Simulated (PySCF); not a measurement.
# C3H8FNSi: the cost of one run

The runs use PySCF 2.14.0, with density-fitted response routines of our own; the level of theory stands in each step. All values are computed, except where a source is named. Atoms count from 0, in the outputs and in this text.

## Step 1: The starting structure

14 atoms, charge 0, multiplicity 1; geometry from: GFN2-xTB. The atoms were then displaced at random by about 0.01 Å, so the start is not that level's minimum.

Bonds of the start (Å): F0–C1 1.35, C1–C2 1.52, C2–C3 1.55, C3–N4 1.22, N4–Si5 1.72, C1–H6 1.10, C1–H7 1.09, C2–H8 1.07, C2–H9 1.08, C3–H10 1.08, Si5–H11 1.46, Si5–H12 1.46, Si5–H13 1.47.

## Step 2: Optimising the geometry at PBE0-D3(BJ)/def2-SVP

What the job is given:

```
{"job": {"xc": "PBE0", "basis": "def2-SVP", "d3": "d3bj", "grid": 1, "shake": 0.01, "kind": "geom"}, "charge": 0, "multiplicity": 1}
F     -3.186460     0.312180     0.756640
C     -1.839970     0.281950     0.692580
C     -1.410470    -0.158150    -0.699840
C      0.130160    -0.237270    -0.815310
N      0.861020    -0.001540     0.132570
Si     2.568070     0.003210     0.343800
H     -1.454050     1.285750     0.929920
H     -1.488980    -0.413900     1.456350
H     -1.770570     0.547260    -1.424950
H     -1.819830    -1.139070    -0.912630
H      0.437080    -0.538710    -1.803100
H      2.866670     1.368950     0.767880
H      3.341830    -0.343660    -0.845000
H      2.758360    -0.982080     1.413340
```

Launch:

```sh
$ OMP_NUM_THREADS=1 python probes_run.py task.json out
```

The driver reads the jobs from task.json and runs them one after another.

Q: Estimate the wall time and peak memory of this first job on 1 thread of Arm Neoverse V1, shared host.

About 56 s, with a peak of 0.5 GiB.
